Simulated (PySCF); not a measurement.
# The bond of SbO, level by level

What are the lowest state that PBE0 finds, the bond length, vibrational wavenumber and bond energy of SbO, and how much do these hang on the method?

The runs use PySCF 2.14.0; Sb def2-TZVPP with ECP28, O def2-TZVPP, scalar-relativistic core potentials.

## 1. The job

The job is set up so:

```json
{"atoms": "Sb, O", "charge": "0", "basis": "Sb def2-TZVPP with ECP28, O def2-TZVPP", "Hamiltonian": "scalar-relativistic core potentials", "basis functions": "81", "electrons treated": "31", "masses in u": "120.9038, 15.9949", "levels": "PBE0, PBE, r²SCAN, PW91, M06, PBEsol, TPSS, ωB97X-V, HF, MP2, SCS-MP2, CCSD, CCSD(T)", "grid": "80 radial by 434 angular points", "occupations": "held fixed by the projection of orbital angular momentum", "dissociation limit": "Sb + O, each in its ground configuration", "starting distance in angstrom": "1.965", "values of 2S to try": "1, 3, 5"}
```

On the command line:

```sh
$ OMP_NUM_THREADS=1 python dia.py task.json out
```

After this run come: PBE0 along the bond; Other states along the same grid; PBE; r²SCAN (meta-GGA); PW91 (GGA); M06 (hybrid meta-GGA); PBEsol (GGA); TPSS (meta-GGA); ωB97X-V (range-separated hybrid); UHF (mean field); Correlated methods on the Hartree–Fock reference.

What does the calculation give? Wanted: for each run, Re; ωe; De; μ.

**Answer**, as computed:

Lowest PBE0 solution found, without spin–orbit coupling: ²Π (doublet), unpaired electrons π ↑. State 2 has its PBE0 minimum 1.61 eV higher. The other levels ran on the lowest alone.

```csv
level,Re (Å),ωe (cm⁻¹),De (eV),μ (D)
UHF,1.766,998,0.195,-4.26
UHF-MP2,1.836,809,4.27,n/a
UHF-SCS-MP2,1.832,818,4.10,n/a
UHF-CCSD,1.807,884,3.37,n/a
UHF-CCSD(T),1.829,819,3.85,n/a
PBE,1.837,815,4.78,-3.25
PBEsol,1.826,833,5.09,-3.21
PW91,1.836,816,4.80,-3.27
TPSS,1.832,828,4.37,-3.26
r²SCAN,1.817,858,4.16,-3.33
PBE0,1.805,881,3.90,-3.53
M06,1.812,877,4.57,-3.70
ωB97X-V,1.797,918,4.22,-3.68
```

De is counted to Sb + O in their ground configurations. A positive dipole means Sb(−)O(+).

In words: Bond lengths run from 1.766 Å (UHF) to 1.837 Å (PBE). Of the levels with a De here, UHF gives the least (0.195 eV) and PBEsol the most (5.09 eV).

Correlated steps freeze 5 core orbitals. These are scalar-relativistic numbers at best; spin–orbit coupling would shift them, the dissociation energy most. T1 is 0.031 near the minimum (highest on the curve 0.063), which may point to more than one leading configuration. At UHF the stretched side of the curve climbs above De, by a hump or because the determinant held fixed goes to a higher limit. With spin–orbit coupling the term label itself may not hold.
